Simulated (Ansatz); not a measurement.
Crystal: NbTe.

```xyz
2
Lattice="3.7030 0.0000 0.0000 -1.8515 3.2069 0.0000 0.0000 0.0000 3.6942" Properties=species:S:1:pos:R:3 pbc="T T T"
Te    1.8515    1.0690    0.0000
Nb    0.0000    0.0000    1.8471
```

The cell comes from a database or a generator and needn't be the stable form of this composition.

* Program: Ansatz 0.2.0
* Task: relaxation of cell and atoms
* Functional: BLYP
* Dispersion: D3(BJ)
* Potentials or basis: Ansatz PAW
* Cutoff: 420 eV (not typed: the program's choice for these potentials)
* k mesh: 8 × 8 × 7
* Occupations: fermi-dirac, width 0.05 eV
* Spin: no spin polarisation

At the start: volume 21.93 Å³/atom.

**Question.** Where does the relaxation end?

**Answer.** It ends after 5 steps and the volume is 21.02 Å³/atom (-4.2 %); space group P-6m2 (No. 187, to 0.05 Å).

Step by step:
```tsv
step	energy change (eV)	largest force (eV/Å)	volume (Å³)
1	0.0000	0.0000	43.87
2	-0.0284	0.0000	42.28
3	-0.0290	0.0000	42.02
4	-0.0290	0.0000	42.04
5	-0.0286	0.0000	42.04
```

Final structure:
```
Te Nb
1.0
     3.62879    0.00000    0.00000
    -1.81439    3.14262    0.00000
     0.00000    0.00000    3.68649
Te Nb
1 1
Cartesian
  1.8144 1.0475 0.0000
  0.0000 0.0000 1.8432
```

Caveat: the plane-wave basis is chosen anew once the cell has moved, so the energies of steps on either side of that aren't comparable; pairwise dispersion overbinds metals, which lowers pressure and volume; the PAW data sets come from PBE, with cores solved anew for the run's functional, which leaves a small shift of forces and pressure.
